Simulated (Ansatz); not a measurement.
# SiClF2−: one structure at several levels

How do the functionals fare away from a minimum? The structure is a frame of a short trajectory.

The runs use Ansatz 0.2.0, Gaussian basis; single points in def2-TZVPPD.

Cores are frozen in the correlated methods.

### 1 Where the work starts

4 atoms, charge -1, spin multiplicity 1.

Atoms are counted from 1 here; the program's logs count them from 0.

Bond lengths: F1–Si2 1.728 Å, Si2–F3 1.683 Å, Si2–Cl4 2.286 Å. Angles: F1–Si2–F3 97.6°, F1–Si2–Cl4 99.7°, F3–Si2–Cl4 97.6°.

Geometry (Å):

```xyz
4
ClF2Si
F     1.3147    0.1445    0.8797
Si    0.3325   -0.4800   -0.3973
F    -0.9027   -1.1076    0.5584
Cl   -0.7282    1.4394   -1.0421
```

### 2 PBE-D4/def2-TZVPPD

File run/in.yaml:

```yaml
crystal:
  periodic: [false, false, false]
  atoms:
    - {symbol: F, position_ang: [1.314716, 0.144524, 0.879668]}
    - {symbol: Si, position_ang: [0.332545, -0.480003, -0.397264]}
    - {symbol: F, position_ang: [-0.902701, -1.107619, 0.558370]}
    - {symbol: Cl, position_ang: [-0.728209, 1.439410, -1.042064]}
basis:
  gaussian: {orbitals: "def2-TZVPPD.json"}
total_charge: -1
hamiltonian: {xc: pbe, dispersion: d4}
output: {forces: true}
```

The basis file named in the input lies beside it (Basis Set Exchange, JSON).

Run with:

```sh
> ansatz run in.yaml --threads 2 --pin off --events-out ev --progress --plain --max-ram 3481MiB
```

### 3 r2SCAN-D4/def2-TZVPPD

Changes to run/in.yaml since step 2:

```diff
@@ -10,3 +10,3 @@
 total_charge: -1
-hamiltonian: {xc: pbe, dispersion: d4}
+hamiltonian: {xc: r2scan, dispersion: d4}
 output: {forces: true}
```

### 4 PBE0-D4/def2-TZVPPD

Changes to run/in.yaml since step 3:

```diff
@@ -10,3 +10,3 @@
 total_charge: -1
-hamiltonian: {xc: r2scan, dispersion: d4}
-output: {forces: true}
+hamiltonian: {xc: pbe0, dispersion: d4}
+output: {forces: true, orbitals: {seedname: orbitals}}
```

### 5 wB97M-V/def2-TZVPPD

Changes to run/in.yaml since step 4:

```diff
@@ -10,3 +10,3 @@
 total_charge: -1
-hamiltonian: {xc: pbe0, dispersion: d4}
-output: {forces: true, orbitals: {seedname: orbitals}}
+hamiltonian: {xc: {name: wB97M-V}}
+output: {forces: true}
```

### 6 CCSD(T)/def2-TZVPPD

Changes to run/in.yaml since step 5:

```diff
@@ -10,3 +10,3 @@
 total_charge: -1
-hamiltonian: {xc: {name: wB97M-V}}
+correlation: {method: ccsd_t}
 output: {forces: true}
```

(Steps that only read results are left out.)

**Question.** What will these runs give? Wanted: RMS force component; RMS force error; HOMO and LUMO, PBE0-D4; T1 diagnostic.

**Answer**, as computed:

| quantity | value |
| --- | --- |
| RMS force component | 0.290 to 0.554 eV/Å over the methods |
| RMS force error | PBE-D4 0.314, r2SCAN-D4 0.031, PBE0-D4 0.030, wB97M-V 0.077 eV/Å |
| HOMO and LUMO, PBE0-D4 | -1.44 and 3.94 eV |
| T1 diagnostic | 0.014 |

**Reading.** For forces PBE0-D4 does best and PBE-D4 worst. Frozen-core CCSD(T) forces in triple zeta carry basis errors of their own, and this is one geometry, so small gaps rank nothing.
